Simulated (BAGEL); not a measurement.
# A workflow on CH7FSi2 (SMILES F[SiH2]C[SiH3])

We compute a single-point energy (HF/def2-SV(P)), then the energy (NEVPT2(2,2)/def2-SV(P)), then a single-point energy (CASPT2(2,2)/def2-SV(P)) of CH7FSi2. 

Program for the calculation: BAGEL 1.2.2.

2 further runs of the same task are left out: 2 set aside as unsound or not needed.

### 1 The system as given

CH7FSi2: 11 atoms, total charge 0, spin state singlet. SMILES: `F[SiH2]C[SiH3]`. The Si4–H10 distance was set to 2.008 Å, away from the relaxed value. At this shape a bond of the SMILES string is far longer than usual.

Bond lengths: F1–Si2 1.604 Å, Si2–C3 1.854 Å, C3–Si4 1.877 Å, Si2–H5 1.484 Å, Si2–H6 1.484 Å, C3–H7 1.097 Å, C3–H8 1.095 Å, Si4–H9 1.485 Å, Si4–H11 1.487 Å. Some angles: F1–Si2–C3 109.3°, Si2–C3–Si4 115.3°, F1–Si2–H5 107.5°, F1–Si2–H6 107.1°, C3–Si2–H5 110.7°, C3–Si2–H6 112.0°, Si2–C3–H7 107.4°, Si2–C3–H8 109.5°, Si4–C3–H7 108.3°, Si4–C3–H8 109.0°. A long bond or contact: Si4–H10 2.008 Å.

### 2 A single-point energy at HF/def2-SV(P) (density fitting with svp-jkfit) (run 1)

Input file input.json:

```json
{ "bagel": [

{
  "title": "molecule",
  "basis": "def2-sv_p_.json",
  "df_basis": "svp-jkfit",
  "angstrom": true,
  "geometry": [
    { "atom": "F", "xyz": [      -1.813602,       1.442959,       0.634080 ] },
    { "atom": "Si", "xyz": [      -0.253702,       1.273959,       0.966480 ] },
    { "atom": "C", "xyz": [       0.164698,      -0.530341,       1.037580 ] },
    { "atom": "Si", "xyz": [      -0.341702,      -1.531341,      -0.467620 ] },
    { "atom": "H", "xyz": [       0.509498,       1.948459,      -0.112920 ] },
    { "atom": "H", "xyz": [      -0.008802,       1.953059,       2.263480 ] },
    { "atom": "H", "xyz": [       1.252598,      -0.609641,       1.154680 ] },
    { "atom": "H", "xyz": [      -0.285802,      -0.975541,       1.930980 ] },
    { "atom": "H", "xyz": [      -1.820902,      -1.612841,      -0.563620 ] },
    { "atom": "H", "xyz": [       0.369900,      -0.665700,      -2.134100 ] },
    { "atom": "H", "xyz": [       0.208098,      -2.910441,      -0.380120 ] }
  ]
},

{ "title": "hf" },

{ "title": "print", "file": "orbitals.molden", "orbitals": true }

]}
```

The basis set def2-SV(P) is read from a file made from the Basis Set Exchange's data (not shown).

Started as:

```console
$ BAGEL_NUM_THREADS=1 BAGEL input.json > input.out
```

Log:

```text
* using 1 threads per process

  ===============================================================
  ===============================================================

  *** Geometry ***

  { "atom" : "F", "xyz" : [     -3.427211,      2.726797,      1.198238 ] },
  { "atom" : "Si", "xyz" : [     -0.479427,      2.407434,      1.826383 ] },
  { "atom" : "C", "xyz" : [      0.311234,     -1.002199,      1.960742 ] },
[... 7 lines of this table left out ...]
  { "atom" : "H", "xyz" : [      0.393248,     -5.499936,     -0.718323 ] },

  Number of auxiliary basis functions:      534

  Since a DF basis is specified, we compute 2- and 3-index integrals:
    o Being stored without compression. Storage requirement is 0.026 GB

  Number of basis functions:       78
  Number of electrons      :       50

    * METHOD: MOLECULE                             0.26

  *** RHF ***

  === Nuclear Repulsion ===
   221.5572821019

      * DIIS with orbital gradients will be used.

  === RHF iteration (def2-sv_p_.json) ===
      0       -718.77417516          0.01728832           0.09
      1       -718.90619845          0.00995214           0.08
      2       -718.95200183          0.00144936           0.08
[... 9 lines of this table left out ...]
     12       -718.95359273          0.00000000           0.08
    * SCF iteration converged.

    * Permanent dipole moment:
           (   -0.551116,     0.385220,    -0.709625) a.u.

    * METHOD: HF                                   1.27

    * METHOD: PRINT                                0.01

  ===============================================================
```

Run time: 1.7 s. Hardware: 1 thread of Arm Neoverse V2, shared host; peak memory 0.15 GiB.

### 3 A single-point energy at NEVPT2(2,2)/def2-SV(P) (density fitting with svp-jkfit) (run 2)

Input file input.json:

```json
{ "bagel": [

{
  "title": "molecule",
  "basis": "def2-sv_p_.json",
  "df_basis": "svp-jkfit",
  "angstrom": true,
  "geometry": [
    { "atom": "F", "xyz": [   -1.813602,    1.442959,    0.634080 ] },
    { "atom": "Si", "xyz": [   -0.253702,    1.273959,    0.966480 ] },
    { "atom": "C", "xyz": [    0.164698,   -0.530341,    1.037580 ] },
    { "atom": "Si", "xyz": [   -0.341702,   -1.531341,   -0.467620 ] },
    { "atom": "H", "xyz": [    0.509498,    1.948459,   -0.112920 ] },
    { "atom": "H", "xyz": [   -0.008802,    1.953059,    2.263480 ] },
    { "atom": "H", "xyz": [    1.252598,   -0.609641,    1.154680 ] },
    { "atom": "H", "xyz": [   -0.285802,   -0.975541,    1.930980 ] },
    { "atom": "H", "xyz": [   -1.820902,   -1.612841,   -0.563620 ] },
    { "atom": "H", "xyz": [    0.369900,   -0.665700,   -2.134100 ] },
    { "atom": "H", "xyz": [    0.208098,   -2.910441,   -0.380120 ] }
  ]
},
{ "title": "hf" },
{ "title": "casscf", "nstate": 1, "nact": 2, "nclosed": 24, "active": [25, 26], "maxiter": 200, "natocc": true },
{ "title": "nevpt2", "nstate": 1, "nact": 2, "nclosed": 24, "active": [25, 26], "maxiter": 200, "natocc": true, "ncore": 12 },
{ "title": "print", "file": "orbitals.molden", "orbitals": true }

]}
```

The basis set def2-SV(P) is read from a file made from the Basis Set Exchange's data (not shown).

Started as:

```console
$ BAGEL_NUM_THREADS=1 BAGEL input.json > input.out
```

Log:

```text
* using 1 threads per process

  ===============================================================
  ===============================================================

  *** Geometry ***

  { "atom" : "F", "xyz" : [     -3.427211,      2.726797,      1.198238 ] },
  { "atom" : "Si", "xyz" : [     -0.479427,      2.407434,      1.826383 ] },
  { "atom" : "C", "xyz" : [      0.311234,     -1.002199,      1.960742 ] },
[... 7 lines of this table left out ...]
  { "atom" : "H", "xyz" : [      0.393248,     -5.499936,     -0.718323 ] },

[... 23 lines left out ...]
    * SCF iteration converged.
[... 1 line left out ...]
    * Permanent dipole moment:
[... 27 lines left out ...]
    * Second-order optimization converged. *
[... 9 lines left out ...]
     * ci vector, state   0, <S^2> = 0.0000
[... 3 lines left out ...]
    * METHOD: CASSCF                               4.17

    * freezing 12 orbitals

  === DF-NEVPT2 calculation ===

    * 3-index integral transformation done
    * assembly done

      NEVPT2 correlation energy:   -0.4629581019      0.12

          (+0)     -0.4405459496
          (+0)'    -0.0038283736
          (+1)     -0.0048986745
          (+1)'    -0.0000000000
          (+2)     -0.0001887377
          (-1)     -0.0112859872
          (-1)'     0.0000000000
          (-2)     -0.0022103793

      NEVPT2 total energy:       -719.4416453116

    * METHOD: NEVPT2                               0.27

    * METHOD: PRINT                                0.01

  ===============================================================
```

Run time: 6.3 s. Hardware: 1 thread of Arm Neoverse V2, shared host; peak memory 0.15 GiB.

### 4 The energy at CASPT2(2,2)/def2-SV(P) (density fitting with svp-jkfit) (run 3)

Input file calc.json:

```json
{ "bagel": [

{
  "title": "molecule",
  "basis": "def2-sv_p_.json",
  "df_basis": "svp-jkfit",
  "angstrom": true,
  "geometry": [
    { "atom": "F", "xyz": [      -1.813602,       1.442959,       0.634080 ] },
    { "atom": "Si", "xyz": [      -0.253702,       1.273959,       0.966480 ] },
    { "atom": "C", "xyz": [       0.164698,      -0.530341,       1.037580 ] },
    { "atom": "Si", "xyz": [      -0.341702,      -1.531341,      -0.467620 ] },
    { "atom": "H", "xyz": [       0.509498,       1.948459,      -0.112920 ] },
    { "atom": "H", "xyz": [      -0.008802,       1.953059,       2.263480 ] },
    { "atom": "H", "xyz": [       1.252598,      -0.609641,       1.154680 ] },
    { "atom": "H", "xyz": [      -0.285802,      -0.975541,       1.930980 ] },
    { "atom": "H", "xyz": [      -1.820902,      -1.612841,      -0.563620 ] },
    { "atom": "H", "xyz": [       0.369900,      -0.665700,      -2.134100 ] },
    { "atom": "H", "xyz": [       0.208098,      -2.910441,      -0.380120 ] }
  ]
},

{ "title": "hf" },

{ "title": "casscf", "nstate": 1, "nact": 2, "nclosed": 24, "active": [25, 26], "maxiter": 200, "natocc": true },

{ "title": "print", "file": "orbitals.molden", "orbitals": true },

{ "title": "smith", "method": "caspt2", "ms": true, "xms": true, "sssr": true, "shift": 0.2, "shift_imag": true, "ncore": 12 }

]}
```

The basis set def2-SV(P) is read from a file made from the Basis Set Exchange's data (not shown).

Started as:

```console
$ BAGEL_NUM_THREADS=1 BAGEL calc.json > calc.out
```

Log:

```text
* using 1 threads per process

  ===============================================================
  ===============================================================

  *** Geometry ***

  { "atom" : "F", "xyz" : [     -3.427211,      2.726797,      1.198238 ] },
  { "atom" : "Si", "xyz" : [     -0.479427,      2.407434,      1.826383 ] },
  { "atom" : "C", "xyz" : [      0.311234,     -1.002199,      1.960742 ] },
[... 7 lines of this table left out ...]
  { "atom" : "H", "xyz" : [      0.393248,     -5.499936,     -0.718323 ] },

[... 25 lines left out ...]
    * Permanent dipole moment:
[... 37 lines left out ...]
     * ci vector, state   0, <S^2> = 0.0000
[... 21 lines left out ...]
       #      aibj      arbs      arbi      airj      risj      airs      arst      rist         Etot      error   time
[... 8 lines left out ...]
      ------------------------------------------------------------------------------------------------------------------

    * CASPT2 energy : state  0     -719.4438179132
        w/o shift correction       -719.4414125403
        reference weight              0.8689667645

    * METHOD: SMITH                                0.53

  ===============================================================
```

Wall time 6.6 s (1 thread of Arm Neoverse V2, shared host); peak memory 0.16 GiB.

### 5 Outcome

| quantity | value |
| --- | --- |
| run 1, HF/def2-SV(P): total energy | -718.95359 Eh |
| run 1, HF/def2-SV(P): dipole moment | 2.48 D |
| run 1, HF/def2-SV(P): HOMO energy | -11.09 eV |
| run 1, HF/def2-SV(P): LUMO energy | 3.11 eV |
| run 1, HF/def2-SV(P): HOMO–LUMO gap | 14.20 eV |
| run 2, NEVPT2(2,2)/def2-SV(P): total energy | -719.44165 Eh |
| run 3, CASPT2(2,2)/def2-SV(P): total energy | -719.44382 Eh |
